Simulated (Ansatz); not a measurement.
# C5H5NO: up Jacob's ladder to CCSD(T)

One table from this session's results is given with a row withheld; the runs are named, their logs left out.

Computed with Ansatz 0.2.0, Gaussian basis. Level: functionals in def2-TZVPP, the program's frozen cores in correlated methods.

Levels to be run: LDA (SPW92), PBE-D4, revPBE-D4, BLYP-D4, r2SCAN-D4, B97M-V, PBE0-D4, B3LYP-D4, r2SCANh-D4, r2SCAN0-D4, HSE06-D4, BHLYP-D4, CAM-B3LYP-D4, LC-ωPBE, ωB97X-V, ωB97M-V, B2PLYP, PBE-QIDH; CCSD(T)/def2-SVP; CCSD(T)/def2-TZVPP; MP2/def2-QZVPP; extrapolation to the limit; RPA on PBE.

## The geometry

All runs share one geometry, relaxed beforehand with PBE0-D4 in a triple-zeta def2 set.

SMILES `[O-][n+]1ccccc1`, 12 atoms, charge 0, spin multiplicity 1.

Atoms are counted from 1 here; the program's logs count them from 0.

Bond lengths: O1–N2 1.260 Å, N2–C3 1.362 Å, N2–C7 1.362 Å, C3–C4 1.375 Å, C3–H8 1.080 Å, C4–C5 1.386 Å, C4–H9 1.083 Å, C5–C6 1.386 Å, C5–H10 1.082 Å, C6–C7 1.375 Å, C6–H11 1.083 Å, C7–H12 1.080 Å. Angles: O1–N2–C3 120.8°, O1–N2–C7 120.8°, C3–N2–C7 118.3°, N2–C3–C4 121.5°, N2–C3–H8 113.7°, C4–C3–H8 124.8°, C3–C4–C5 120.6°, C3–C4–H9 118.2°, C5–C4–H9 121.2°, C4–C5–C6 117.5°, C4–C5–H10 121.2°, C6–C5–H10 121.2°, C5–C6–C7 120.6°, C5–C6–H11 121.2°, C7–C6–H11 118.2°, N2–C7–C6 121.5°, N2–C7–H12 113.7°, C6–C7–H12 124.8°.

The first run:

The input, in.yaml:

```yaml
crystal:
  periodic: [false, false, false]
  atoms:
    - {symbol: O, position_ang: [-0.235210, -2.598779, 0.129561]}
    - {symbol: N, position_ang: [-0.121868, -1.345851, 0.067097]}
    - {symbol: C, position_ang: [-0.053413, -0.593726, 1.200282]}
    - {symbol: C, position_ang: [0.070408, 0.774348, 1.148275]}
    - {symbol: C, position_ang: [0.129553, 1.430863, -0.071334]}
    - {symbol: C, position_ang: [0.059025, 0.657328, -1.219647]}
    - {symbol: C, position_ang: [-0.064618, -0.709151, -1.135326]}
    - {symbol: H, position_ang: [-0.105556, -1.173862, 2.109804]}
    - {symbol: H, position_ang: [0.120175, 1.319961, 2.082454]}
    - {symbol: H, position_ang: [0.227006, 2.506848, -0.124976]}
    - {symbol: H, position_ang: [0.099661, 1.108144, -2.203503]}
    - {symbol: H, position_ang: [-0.125161, -1.376114, -1.982676]}
basis:
  gaussian: {orbitals: def2-TZVPP}
hamiltonian: {xc: lda}
output: {orbitals: {seedname: orbitals}}
```

Launch:

```console
$ ansatz run in.yaml --threads 4 --pin off --events-out ev --progress --plain --max-ram 10444MiB
```

Steps of the session up to this table: LDA; PBE-D4 (GGA); revPBE-D4 (GGA); BLYP-D4 (GGA); r2SCAN-D4 (meta-GGA); B97M-V (meta-GGA); PBE0-D4 (hybrid); B3LYP-D4 (hybrid); r2SCANh-D4 (hybrid); r2SCAN0-D4 (hybrid); HSE06-D4 (hybrid); BHLYP-D4 (hybrid); CAM-B3LYP-D4 (range-separated); LC-ωPBE (range-separated); ωB97X-V (range-separated); ωB97M-V (range-separated); B2PLYP (double hybrid); PBE-QIDH (double hybrid).

One of the session's tables, all rows but one given; the rest of the session is left out.

It belongs to the step «Frontier levels by functional». 

```
  functional  HOMO (eV)  gap (eV)
 LDA (SPW92)      -5.60      3.32
      PBE-D4      -5.37      3.34
   revPBE-D4          ?         ?
     BLYP-D4      -5.21      3.30
   r2SCAN-D4      -5.53      3.62
      B97M-V      -5.51      3.64
     PBE0-D4      -6.39      5.17
    B3LYP-D4      -6.19      4.76
  r2SCANh-D4      -5.93      4.31
  r2SCAN0-D4      -6.53      5.36
    HSE06-D4      -6.00      4.41
    BHLYP-D4      -7.31      7.01
CAM-B3LYP-D4      -7.58      7.36
     LC-ωPBE      -8.75      9.52
     ωB97X-V      -8.45      9.25
     ωB97M-V      -8.40      9.16
```

**Question.** Estimate the row for revPBE-D4.

As computed: HOMO (eV): -5.29; gap (eV): 3.35. In the column «HOMO (eV)» it lies between PBE-D4 (-5.37) and BLYP-D4 (-5.21).
